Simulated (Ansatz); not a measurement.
# GdN: the cost of one run

Program: Ansatz 0.2.0. Level of theory: DFT PBE+U (U_eff = 6 eV on Gd 4f) with spin–orbit coupling, plane waves, PAW. These are calculated values, not measurements.

3 further runs of the same task are left out: 1 that didn't finish, 2 set aside as unsound or not needed.

## Step 1: The structure to begin with

The structure is cubic, space group Fm-3m (No. 225). Conventional cell: a = 4.999 Å, b = 4.999 Å, c = 4.999 Å, α = 90.00°, β = 90.00°, γ = 90.00°. Gd (site symmetry m-3m) is surrounded by 6 N at 2.50 Å. N (site symmetry m-3m) is surrounded by 6 Gd at 2.50 Å.

Structure file:

```
CELL_PARAMETERS angstrom
0.00000 2.49950 2.49950
2.49950 0.00000 2.49950
2.49950 2.49950 0.00000
ATOMIC_POSITIONS crystal
Gd 0.50000 0.50000 0.50000
N 0.00000 0.00000 0.00000
```

The cell is the measured one, not relaxed. At PBE+U (U_eff = 6 eV on Gd 4f), without spin–orbit coupling, an earlier run found 0.27 GPa for this cell of 15.616 Å³/atom (10×10×10 mesh), metallic, moments in the atoms' spheres Gd 6.94; N -0.14 μB.

## Step 2: Spin-orbit coupling, moments along [0, 0, 1]

File input.yaml:

```yaml
crystal:
  lattice:
    - [0.0, 2.4994985661, 2.4994985661]
    - [2.4994985661, 0.0, 2.4994985661]
    - [2.4994985661, 2.4994985661, 0.0]
  atoms:
    - { symbol: Gd, position: [0.5, 0.5, 0.5], spin: 7.63, spin_axis: [0.0, 0.0, 1.0] }
    - { symbol: "N", position: [0.0, 0.0, 0.0] }
basis:
  ecutwfc: 420
  ecutrho_ratio: 4
kpoints:
  mp_grid: { grid: [10, 10, 10] }
hamiltonian:
  xc: pbe
  hubbard: { sites: [{ species: Gd, l: f, u_eff: 6.0 }] }
scf:
  occupations: { method: gaussian, width: 0.05 }
  lower_state_search: "off"
  convergence: { dr2_threshold: 1.0e-09 }
output:
  forces: true
  stress: true
  eigenvalues: true
  populations: true
  hubbard: { sites: [{ species: Gd, l: f }] }
magnetization:
  noncollinear: true
  spin_orbit: true
checkpoint:
  read: start.run
  write: ck
  compress: false
  write_wavefunctions: false
  write_every: 100000
```

start.run holds the state of a PBE+U run on this cell.

Started as:

```console
$ ansatz run input.yaml --threads 8 --pin off --max-ram 16384MiB --backend cpu --events-out ev --progress --plain --runs-dir out
```

**Question.** How long does this run take on 8 threads of Intel Xeon Platinum 8375C at 2.90GHz (Ice Lake), shared host, and how much memory does it need?

About 16 s, with a peak of 0.9 GiB.
